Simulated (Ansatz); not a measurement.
**CH₆OSSi: one species, many methods**

The task here is to estimate one member of a computed series from the others.

Method: functionals in def2-TZVPP, the program's frozen cores in correlated methods; program: Ansatz 0.2.0, Gaussian basis.

The runs, in order: LDA (SPW92), PBE-D4, revPBE-D4, BLYP-D4, r2SCAN-D4, B97M-V, PBE0-D4, B3LYP-D4, r2SCANh-D4, r2SCAN0-D4, HSE06-D4, BHLYP-D4, CAM-B3LYP-D4, LC-ωPBE, ωB97X-V, ωB97M-V, B2PLYP, PBE-QIDH; CCSD(T)/def2-SVP; CCSD(T)/def2-TZVPP; MP2/def2-QZVPP; extrapolation to the limit; RPA on PBE.

**Structure used throughout**

All runs share one geometry, relaxed beforehand with PBE0-D4 in a triple-zeta def2 set.

SMILES `OC[SiH2]S`, 10 atoms, charge 0, spin multiplicity 1.

Atoms are counted from 1 here; the program's logs count them from 0.

Bond lengths: O1–C2 1.420 Å, O1–H5 0.960 Å, C2–Si3 1.886 Å, C2–H6 1.098 Å, C2–H7 1.100 Å, Si3–S4 2.134 Å, Si3–H8 1.486 Å, Si3–H9 1.485 Å, S4–H10 1.346 Å. Angles: C2–O1–H5 109.0°, O1–C2–Si3 107.3°, O1–C2–H6 111.9°, O1–C2–H7 111.8°, Si3–C2–H6 109.0°, Si3–C2–H7 109.2°, H6–C2–H7 107.6°, C2–Si3–S4 109.7°, C2–Si3–H8 109.2°, C2–Si3–H9 110.1°, S4–Si3–H8 111.8°, S4–Si3–H9 106.5°, H8–Si3–H9 109.6°, Si3–S4–H10 92.2°.

As a file:

```xyz
10
CH6OSSi
O    -0.7458    0.7875   -1.1722
C    -0.5811    0.7216    0.2363
Si    0.2948   -0.9034    0.6216
S     2.1637   -0.9723   -0.4056
H    -1.1476    1.6286   -1.4016
H     0.0257    1.5540    0.6171
H    -1.5472    0.7461    0.7615
H    -0.5866   -2.0371    0.2410
H     0.6084   -0.9821    2.0715
H     1.5987   -0.5942   -1.5668
```

Set-up of the first run:

Input file in.yaml:

```yaml
crystal:
  periodic: [false, false, false]
  atoms:
    - {symbol: O, position_ang: [-0.745825, 0.787514, -1.172198]}
    - {symbol: C, position_ang: [-0.581088, 0.721611, 0.236327]}
    - {symbol: Si, position_ang: [0.294810, -0.903398, 0.621628]}
    - {symbol: S, position_ang: [2.163714, -0.972305, -0.405569]}
    - {symbol: H, position_ang: [-1.147597, 1.628615, -1.401639]}
    - {symbol: H, position_ang: [0.025742, 1.553961, 0.617142]}
    - {symbol: H, position_ang: [-1.547206, 0.746148, 0.761495]}
    - {symbol: H, position_ang: [-0.586639, -2.037138, 0.241036]}
    - {symbol: H, position_ang: [0.608362, -0.982053, 2.071465]}
    - {symbol: H, position_ang: [1.598730, -0.594154, -1.566789]}
basis:
  gaussian: {orbitals: def2-TZVPP}
hamiltonian: {xc: lda}
output: {orbitals: {seedname: orbitals}}
```

Steps of the session up to this table: LDA; PBE-D4 (GGA); revPBE-D4 (GGA); BLYP-D4 (GGA); r2SCAN-D4 (meta-GGA); B97M-V (meta-GGA); PBE0-D4 (hybrid); B3LYP-D4 (hybrid); r2SCANh-D4 (hybrid); r2SCAN0-D4 (hybrid); HSE06-D4 (hybrid); BHLYP-D4 (hybrid); CAM-B3LYP-D4 (range-separated); LC-ωPBE (range-separated); ωB97X-V (range-separated); ωB97M-V (range-separated); B2PLYP (double hybrid); PBE-QIDH (double hybrid).

One of the session's tables, all rows but one given; the rest of the session is left out.

It belongs to the step «Frontier levels by functional». 

| functional | HOMO (eV) | LUMO (eV) | gap (eV) |
| --- | --- | --- | --- |
| LDA (SPW92) | -6.13 | -0.80 | 5.33 |
| PBE-D4 | -6.03 | -0.58 | 5.45 |
| revPBE-D4 | ? | ? | ? |
| BLYP-D4 | -5.87 | -0.53 | 5.34 |
| r2SCAN-D4 | -6.31 | -0.09 | 6.22 |
| B97M-V | -6.43 | -0.35 | 6.07 |
| PBE0-D4 | -7.25 | 0.31 | 7.56 |
| B3LYP-D4 | -7.01 | 0.02 | 7.03 |
| r2SCANh-D4 | -6.76 | 0.20 | 6.96 |
| r2SCAN0-D4 | -7.44 | 0.62 | 8.06 |
| HSE06-D4 | -6.85 | -0.06 | 6.79 |
| BHLYP-D4 | -8.34 | 1.10 | 9.44 |
| CAM-B3LYP-D4 | -8.58 | 1.21 | 9.79 |
| LC-ωPBE | -9.98 | 2.50 | 12.48 |
| ωB97X-V | -9.62 | 2.32 | 11.94 |
| ωB97M-V | -9.46 | 1.93 | 11.39 |

Estimate the missing values for revPBE-D4.

The run gave: HOMO (eV): -5.99; LUMO (eV): -0.49; gap (eV): 5.50. In the column «HOMO (eV)» it lies between PBE-D4 (-6.03) and BLYP-D4 (-5.87).
